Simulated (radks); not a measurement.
# Ne inside a hard spherical wall

An exercise on one series of results from a longer session: the logs are not shown, and one member is left open.

Method: scalar-relativistic Kohn-Sham, LDA (Slater exchange, VWN5 correlation), spin-polarised, spherical densities, finite nucleus. Code: radks (a radial shooting solver on a logarithmic mesh, Libxc functionals) version 1.

## The system

| Property | Result |
| --- | --- |
| element | neon (Z = 10) |
| charge | 0 |
| electrons | 10 |
| configuration | [Ne] |
| nuclear rms radius | 3.0055 fm |

Outer shells as boxes (Hund's rule):

Ne
```
[He] core
2s [↑↓]
2p [↑↓][↑↓][↑↓]
```

The first run:

The run's settings:

```text
Z 10
configuration [Ne] 3s0 3p0 3d0
relativity scalar-relativistic
functional lda,vwn5
spin polarised
nucleus finite rms 3.0055 fm
c 137.035999084
```

Among the steps run: The free atom.

One table of the session follows, with a row left open; its other results are not shown here.

It belongs to the step «The free atom». The radial density on a logarithmic grid:

| r (bohr) | 4πr²ρ (e/bohr) |
| --- | --- |
| 0.00500 | 0.1778 |
| 0.00770 | 0.3987 |
| 0.0119 | ? |
| 0.0183 | 1.809 |
| 0.0282 | 3.519 |
| 0.0434 | 6.163 |
| 0.0668 | 9.204 |
| 0.103 | 10.84 |
| 0.158 | 9.189 |
| 0.244 | 5.930 |
| 0.376 | 5.728 |
| 0.579 | 7.726 |
| 0.892 | 6.559 |
| 1.37 | 2.927 |
| 2.12 | 0.6531 |
| 3.26 | 0.06244 |
| 5.02 | 0.001735 |

Q: Estimate the row for r (bohr) = 0.0119 from the others.

Worked estimate for «4πr²ρ (e/bohr)». A straight line through the neighbours (0.00770, 0.3987) and (0.0183, 1.809) gives 0.3987 + (1.809 − 0.3987) × (0.0119 − 0.00770) / (0.0183 − 0.00770) = 0.9575; a parabola fitted to 4 rows on both sides gives 0.9109.

**Answer.** 4πr²ρ (e/bohr): 0.8686. In «4πr²ρ (e/bohr)» the line misses by +0.0889 and the parabola by +0.0423.

To keep in mind: Shells are not refilled when levels cross, and a hard wall is a model, not a crystal.
